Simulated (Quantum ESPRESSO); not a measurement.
## PtSe: zone-centre phonons under several settings

```
Pt Se
1.0
     4.29141    0.00000    0.00000
    -2.14571    3.71647    0.00000
     0.00000    0.00000    7.02834
Pt Se
2 2
Direct
  0.66667 0.33333 0.00000
  0.33333 0.66667 0.50000
  0.66667 0.33333 0.62520
  0.33333 0.66667 0.12520
```

The cell comes from a database or a generator and needn't be the stable form of this composition.

All runs used Quantum ESPRESSO 7.5; k mesh 4 × 4 × 2, shifted; relaxed cell; no spin polarisation; cutoff 612 eV; occupations fermi-dirac, width 0.05 eV.

| level | potentials | volume (Å³/atom) | lowest optical mode without the field (cm⁻¹) | highest optical mode without the field (cm⁻¹) |
| --- | --- | --- | --- | --- |
| LDA | GBRV 1.5 LDA | 21.69 | 21i | 219 |
| PBEsol | GBRV 1.5 PBEsol | ? | ? | ? |
| vdW-DF-cx | GBRV 1.5 PBE | 22.37 | 23i | 209 |

Q: What stands in the row left open?

A: Volume 22.15 Å³/atom; lowest optical mode without the field 19i cm⁻¹; highest optical mode without the field 213 cm⁻¹.

Values marked i are imaginary: the cell is unstable against those modes at that level, or the meshes are too thin.

Caveats: all runs use coarse meshes; the mesh is thin for the phonons of a metal; some modes are imaginary; the volume moved by over 15 % at a fixed basis, so the end points are rough; the potentials were made for another functional, which shifts forces and pressure (some runs).

For the row left open. Caveat: the k mesh is coarse (spacing up to 0.45 Å⁻¹), so the values aren't converged; the mesh is thin for the phonons of a metal; some modes are imaginary; the volume moved by over 15 % at a fixed basis, so the end points are rough.
